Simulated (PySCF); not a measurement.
Molecule: C2SiH4, in a box.

```xyz
7
Lattice="12.0000 0.0000 0.0000 0.0000 14.0000 0.0000 0.0000 0.0000 12.0000" Properties=species:S:1:pos:R:3 pbc="T T T"
C     4.9789    5.6823    6.4312
C     5.3411    6.8272    6.3214
Si    5.8894    8.5580    6.1553
H     4.6585    4.6702    6.5284
H     5.4650    9.0820    4.8341
H     5.2778    9.3718    7.2340
H     7.3675    8.6166    6.2635
```

Base run:

- Program: PySCF 2.14.0
- Functional: PW91
- Dispersion: D3(BJ)
- Potentials or basis: pob-tzvp-rev2 (all-electron)
- k mesh: 1 × 1 × 1
- Occupations: fixed
- Spin: no spin polarisation

Its results: gap between the frontier levels 6.23 eV.

Task: After a change of settings the same cell gave: gap between the frontier levels 6.96 eV. Which change was it?
A. functional from PW91 to HSE06; dispersion from D3(BJ) to none
B. functional from PW91 to revTPSS
C. functional from PW91 to MN15-L; dispersion from D3(BJ) to D3

Result: C.

Caveats: this is a molecule in a periodic box at the Γ point, so its band gap is the HOMO-LUMO gap; the basis of atomic orbitals isn't converged, which shifts pressures, moduli and gaps.

Runs at the PBE level aren't shown here.
